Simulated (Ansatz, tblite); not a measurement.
# Ga(NH3)2H3 (GaN₂H₉): a ladder of methods and basis sets

Aim: run the singlet of Ga(NH3)2H3 (GaN₂H₉) at one geometry on many levels, and compare frontier levels, spin and run time.

Computed with Ansatz 0.2.0, Gaussian basis. Level: as each input shows.

The runs, in order: GFN1-xTB, GFN2-xTB, PBE-D4/def2-TZVP, r2SCAN-D4/def2-TZVP, PBE-QIDH/def2-TZVP, BHLYP-D4/def2-TZVP, ωB97M-V/def2-TZVP, BLYP-D4/def2-TZVP, B2PLYP/def2-TZVP, revPBE-D4/def2-TZVP, LC-ωPBE/def2-TZVP, PBE-D4/def2-SVP, PBE0-D4/def2-SVP, HF/6-31G, B3LYP-D4/6-31G, PBE0-D4/def2-TZVPD, PBE-D4/def2-TZVPD, r2SCAN-D4/def2-TZVPD, CCSD(T)/def2-TZVPP, MP2/def2-TZVP, RPA/def2-TZVP.

## (1) The geometry

The geometry is that of the singlet, from an earlier relaxation (PBE-D4/def2-SVP).

12 atoms, charge 0, spin multiplicity 1.

Bond lengths: Ga1–H10 1.600 Å, Ga1–H11 1.600 Å, Ga1–H12 1.600 Å, N2–H3 1.028 Å, N2–H4 1.028 Å, N2–H5 1.028 Å, N6–H7 1.028 Å, N6–H8 1.028 Å, N6–H9 1.028 Å. Angles: H10–Ga1–H11 120.0°, H10–Ga1–H12 120.0°, H11–Ga1–H12 120.0°, H3–N2–H4 107.3°, H3–N2–H5 107.3°, H4–N2–H5 107.3°, H7–N6–H8 107.3°, H7–N6–H9 107.3°, H8–N6–H9 107.3°.

PBE0-D4/def2-TZVP was run before; its log isn't repeated, and its numbers join the tables.

## (2) GFN1-xTB

Tight binding, by tblite at 300 K electronic temperature and without a spin-polarisation term:

```python
tblite.interface.Calculator('GFN1-xTB', numbers, positions, charge=0, uhf=0).singlepoint()
```

Energy -343.9687 eV, HOMO -11.19 eV, LUMO -4.18 eV; 0.006 s.

## (3) GFN2-xTB

Tight binding, by tblite at 300 K electronic temperature and without a spin-polarisation term:

```python
tblite.interface.Calculator('GFN2-xTB', numbers, positions, charge=0, uhf=0).singlepoint()
```

Energy -316.0049 eV, HOMO -10.05 eV, LUMO -1.70 eV; 0.003 s.

## (4) PBE-D4/def2-TZVP

start.molden holds the orbitals of an earlier run on this state, given as this run's starting guess.

Contents of in.yaml:

```yaml
crystal:
  periodic: [false, false, false]
  atoms:
    - {symbol: Ga, position_ang: [-0.000090, 0.000027, -0.000016]}
    - {symbol: N, position_ang: [-0.002813, -0.016892, 2.354897]}
    - {symbol: H, position_ang: [-0.958967, 0.006201, 2.731222]}
    - {symbol: H, position_ang: [0.496969, 0.795071, 2.738728]}
    - {symbol: H, position_ang: [0.452213, -0.860211, 2.726581]}
    - {symbol: N, position_ang: [0.002865, 0.016888, -2.354871]}
    - {symbol: H, position_ang: [-0.952527, 0.036356, -2.733328]}
    - {symbol: H, position_ang: [0.466833, -0.816577, -2.737561]}
    - {symbol: H, position_ang: [0.495824, 0.839058, -2.725554]}
    - {symbol: H, position_ang: [1.600037, -0.018277, 0.001854]}
    - {symbol: H, position_ang: [-0.784341, 1.394889, 0.009044]}
    - {symbol: H, position_ang: [-0.816013, -1.376532, -0.010995]}
basis:
  gaussian: {orbitals: def2-TZVP, initial_orbitals: start.molden}
hamiltonian: {xc: pbe, dispersion: d4}
scf: {omitted_lower_state_checks: [starts]}
output: {orbitals: {seedname: orbitals}}
```

Command:

```bash
> ansatz run in.yaml --threads 2 --pin off --events-out ev --progress --plain --max-ram 4352MiB
```

Further steps of the session: r2SCAN-D4/def2-TZVP; PBE-QIDH/def2-TZVP; BHLYP-D4/def2-TZVP; ωB97M-V/def2-TZVP; BLYP-D4/def2-TZVP; B2PLYP/def2-TZVP; revPBE-D4/def2-TZVP; LC-ωPBE/def2-TZVP; PBE-D4/def2-SVP; PBE0-D4/def2-SVP; HF/6-31G; B3LYP-D4/6-31G; PBE0-D4/def2-TZVPD; PBE-D4/def2-TZVPD; r2SCAN-D4/def2-TZVPD; CCSD(T)/def2-TZVPP; MP2/def2-TZVP; RPA/def2-TZVP.

**Question.** What will the summary of the whole plan be? Wanted: gap in def2-TZVP, named functionals, smallest and largest; correlation energy, CCSD(T)/def2-TZVPP; correlation energy, MP2/def2-TZVP; binding an atom, CCSD(T)/def2-TZVPP; PBE0 total energy, smallest basis above largest.

**Answer**, as computed:

| quantity | value |
| --- | --- |
| gap in def2-TZVP, named functionals, smallest and largest | 5.19 eV (BLYP-D4), 12.26 eV (LC-ωPBE) |
| correlation energy, CCSD(T)/def2-TZVPP | -21.52 eV |
| correlation energy, MP2/def2-TZVP | -19.09 eV |
| binding an atom, CCSD(T)/def2-TZVPP | 2.921 eV |
| PBE0 total energy, smallest basis above largest | 10.37 eV (def2-SVP, def2-TZVPD) |

**Reading.** Orbital gaps of the named functionals in def2-TZVP span 5.19 eV (BLYP-D4) to 12.26 eV (LC-ωPBE); exact exchange widens it. A small miss in a minimal or small basis is a cancelling of errors, not accuracy. The functionals in def2-TZVP miss CCSD(T)/def2-TZVPP by -0.025 (BHLYP-D4) to +0.049 eV (ωB97M-V) an atom. The reference is CCSD(T) in one finite basis, so it carries an error of its own, often a tenth of an eV or more, and near misses can't be ranked.
